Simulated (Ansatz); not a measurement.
# C₂H₈BrGaGeOZn: basis-set convergence

An exercise on one series of results from a longer session: the logs are not shown, and one member is left open.

Program: Ansatz 0.2.0, Gaussian basis. Level of theory: one geometry, several basis sets. These are calculated values, not measurements.

Plan: PBE0-D4/def2-SVP; ωB97M-V/def2-SVP; PBE0-D4/def2-QZVPP; ωB97M-V/def2-QZVPP; the functionals' def2-TZVPP values are taken from earlier runs.

### The relaxed structure

The geometry comes from an earlier relaxation with PBE0-D4 in a triple-zeta def2 set; it is a stationary point, not always the lowest conformer.

15 atoms, charge 0, spin multiplicity 1.

Atoms are counted from 1 here; the program's logs count them from 0.

Bond lengths: C1–Ge2 1.965 Å, C1–H8 1.091 Å, C1–H9 1.091 Å, C1–H10 1.091 Å, Ge2–Ga3 2.456 Å, Ge2–H11 1.547 Å, Ge2–H12 1.547 Å, Ga3–C4 1.994 Å, Ga3–Zn6 2.431 Å, C4–O5 1.419 Å, C4–H13 1.101 Å, C4–H14 1.101 Å, O5–H15 0.961 Å, Zn6–Br7 2.277 Å. Angles: Ge2–C1–H8 110.3°, Ge2–C1–H9 110.3°, Ge2–C1–H10 110.2°, H8–C1–H9 108.6°, H8–C1–H10 108.7°, H9–C1–H10 108.7°, C1–Ge2–Ga3 114.6°, C1–Ge2–H11 108.7°, C1–Ge2–H12 108.7°, Ga3–Ge2–H11 109.3°, Ga3–Ge2–H12 109.3°, H11–Ge2–H12 105.8°, Ge2–Ga3–C4 119.8°, Ge2–Ga3–Zn6 127.0°, C4–Ga3–Zn6 113.2°, Ga3–C4–O5 108.7°, Ga3–C4–H13 108.8°, Ga3–C4–H14 108.8° and more.

The first run:

Contents of in.yaml:

```yaml
crystal:
  periodic: [false, false, false]
  atoms:
    - {symbol: C, position_ang: [0.460099, -2.413632, -1.360614]}
    - {symbol: Ge, position_ang: [1.555997, -1.020680, -0.511173]}
    - {symbol: Ga, position_ang: [0.275862, 0.823201, 0.486170]}
    - {symbol: C, position_ang: [-1.715524, 0.815358, 0.382875]}
    - {symbol: O, position_ang: [-2.208153, 1.979457, 1.028043]}
    - {symbol: Zn, position_ang: [1.167061, 2.764726, 1.645720]}
    - {symbol: Br, position_ang: [2.018684, 4.577333, 2.729057]}
    - {symbol: H, position_ang: [-0.139817, -1.985481, -2.164582]}
    - {symbol: H, position_ang: [-0.210910, -2.865953, -0.629413]}
    - {symbol: H, position_ang: [1.098420, -3.193255, -1.778278]}
    - {symbol: H, position_ang: [2.438107, -1.678580, 0.575679]}
    - {symbol: H, position_ang: [2.536455, -0.452040, -1.563647]}
    - {symbol: H, position_ang: [-2.016177, 0.772321, -0.675153]}
    - {symbol: H, position_ang: [-2.091759, -0.106360, 0.852580]}
    - {symbol: H, position_ang: [-3.168345, 1.983597, 0.982716]}
basis:
  gaussian: {orbitals: def2-SVP}
hamiltonian: {xc: pbe0, dispersion: d4}
output: {orbitals: {seedname: orbitals}}
```

Command:

```console
$ ansatz run in.yaml --threads 5 --pin off --events-out ev --progress --plain --max-ram 66560MiB --backend cpu
```

Among the steps run: PBE0-D4 in def2-SVP; ωB97M-V in def2-SVP; PBE0-D4 in def2-QZVPP; ωB97M-V in def2-QZVPP.

One of the session's tables, all rows but one given; the rest of the session is left out.

It belongs to the step «Density functionals: the series». 

| functional | basis | HOMO (eV) | LUMO (eV) |
| --- | --- | --- | --- |
| PBE0-D4 | def2-SVP | ? | ? |
| PBE0-D4 | def2-TZVPP | -6.88 | -2.40 |
| PBE0-D4 | def2-QZVPP | -6.88 | -2.42 |
| ωB97M-V | def2-SVP | -8.65 | -0.56 |
| ωB97M-V | def2-TZVPP | -8.80 | -0.73 |
| ωB97M-V | def2-QZVPP | -8.81 | -0.81 |

Q: Estimate the row for PBE0-D4, def2-SVP from the others.

As computed: HOMO (eV): -6.75; LUMO (eV): -2.28. In the column «HOMO (eV)» it is the highest.
